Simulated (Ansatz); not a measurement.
# GePt2: the cost of one run

Method: DFT PBEsol, scalar-relativistic, plane waves, PAW, in Ansatz 0.2.0.

5 further runs of the same task are left out: 3 that didn't finish, 2 set aside as unsound or not needed. Runs told in other sessions of the task aren't counted.

## (1) The system as given

The structure is hexagonal, space group P-62m (No. 189). Conventional cell: a = 6.761 Å, b = 6.761 Å, c = 3.459 Å, α = 90.00°, β = 90.00°, γ = 120.00°. Around Ge (site symmetry -6) lie 9 Pt at 2.43 to 2.74 Å. Ge (site symmetry -62m) is surrounded by 9 Pt at 2.55 to 2.59 Å. Pt (site symmetry m2m) has 5 Ge at 2.55 to 2.74 Å and 6 Pt at 2.87 to 2.88 Å in its first shell of neighbours. Around Pt (site symmetry m2m) lie 4 Ge at 2.43 to 2.59 Å.

Coordinates:

```
Ge Pt
1.0
     6.76073    0.00000    0.00000
    -3.38036    5.85496    0.00000
     0.00000    0.00000    3.45868
Ge Pt
3 6
Direct
  0.66667 0.33333 0.00000
  0.33333 0.66667 0.00000
  0.00000 0.00000 0.50000
  0.62294 0.00000 0.50000
  0.37706 0.37706 0.50000
  0.00000 0.62294 0.50000
  0.00000 0.28491 0.00000
  0.71509 0.71509 0.00000
  0.28491 0.00000 0.00000
```

It goes back to an entry of the Materials Project, which need not be the stable form.

It is the result of an earlier relaxation at this level (volume 15.21 Å³/atom; gap on the mesh: none (metal)).

## (2) The reference: the undisturbed cell on the scan's mesh

input.yaml reads:

```yaml
crystal:
  lattice:
    - [6.7607252467, 0.0, 0.0]
    - [-3.3803626233, 5.8549598116, 0.0]
    - [0.0, 0.0, 3.4586784287]
  atoms:
    - { symbol: Ge, position: [0.6666666667, 0.3333333333, 0.0] }
    - { symbol: Ge, position: [0.3333333333, 0.6666666667, 0.0] }
    - { symbol: Ge, position: [0.0, 0.0, 0.5] }
    - { symbol: Pt, position: [0.6229372121, 0.0, 0.5] }
    - { symbol: Pt, position: [0.3770627879, 0.3770627879, 0.5] }
    - { symbol: Pt, position: [1.0, 0.6229372121, 0.5] }
    - { symbol: Pt, position: [0.0, 0.2849128372, 0.0] }
    - { symbol: Pt, position: [0.7150871628, 0.7150871628, 0.0] }
    - { symbol: Pt, position: [0.2849128372, 0.0, 0.0] }
basis:
  ecutwfc: 420
kpoints:
  mp_grid: { grid: [6, 6, 12] }
hamiltonian:
  xc: pbesol
scf:
  occupations: { method: gaussian, width: 0.15 }
output:
  forces: true
  stress: true
  eigenvalues: true
  write_density: true
  write_potential: true
  elf: true
  volumetric_format: npy
```

Started as:

```
$ ansatz run input.yaml --threads 2 --pin off --max-ram 5120MiB --backend cpu --events-out ev --progress --plain --runs-dir out
```

**Question.** How long does this run take on 2 threads of Intel Xeon at 2.70GHz, shared host, and how much memory does it need?

About 30 s, with a peak of 0.73 GiB.
